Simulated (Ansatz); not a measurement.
# HfB (quartet): wave-function methods side by side, def2-TZVPP

One table from this session's results is given with a row withheld; the runs are named, their logs left out.

The runs use Ansatz 0.2.0, Gaussian basis; def2-TZVPP, core rule «outside noble gas», up to 5 orbitals frozen.

To be run: UHF; ROHF; CCSD(T) on UHF.

## The system

The geometry is a PBE0/def2-TZVP stationary point (not a proven minimum) of the parent state, kept for this charge and spin. No spin-orbit coupling is included. Elements past krypton take def2 core potentials.

2 atoms, charge 0, spin multiplicity 4.

Atoms are counted from 1 here; the program's logs count them from 0.

Bond lengths: Hf1–B2 2.136 Å.

Geometry (Å):

```xyz
2
BHf
Hf    0.0000    0.0000    0.0000
B     0.0000    0.0000    2.1360
```

The first run:

in.yaml reads:

```yaml
crystal:
  periodic: [false, false, false]
  atoms:
    - {symbol: Hf, position_ang: [0.000000, 0.000000, 0.000000]}
    - {symbol: B, position_ang: [0.000000, 0.000000, 2.136000]}
basis:
  gaussian: {orbitals: def2-TZVPP}
magnetization: {spin_polarized: true, initial_magnetization: 3}
hamiltonian: {xc: hf}
output: {orbitals: {seedname: orbitals}}
```

Run with:

```sh
ansatz run in.yaml --threads 1 --pin off --events-out ev --progress --plain --max-ram 4096MiB --backend cpu
```

Steps of the session up to this table: UHF; ROHF; CCSD(T) on UHF.

One table of the session follows, with a row left open; its other results are not shown here.

It belongs to the step «Misses and costs». 

```
  method  from UCCSD(T) (kJ/mol)
    ROHF                  +466.2
     UHF                  +446.0
    UMP2                  +109.5
   UCCSD                       ?
UCCSD(T)                       0
```

Q: Estimate the row for UCCSD from the others.

As computed: from UCCSD(T) (kJ/mol): +32.0. In the column «from UCCSD(T) (kJ/mol)» it lies between UCCSD(T) (0) and UMP2 (+109.5).

Limits of these values: Warnings: spin contamination; coupled cluster took another determinant than the lowest.
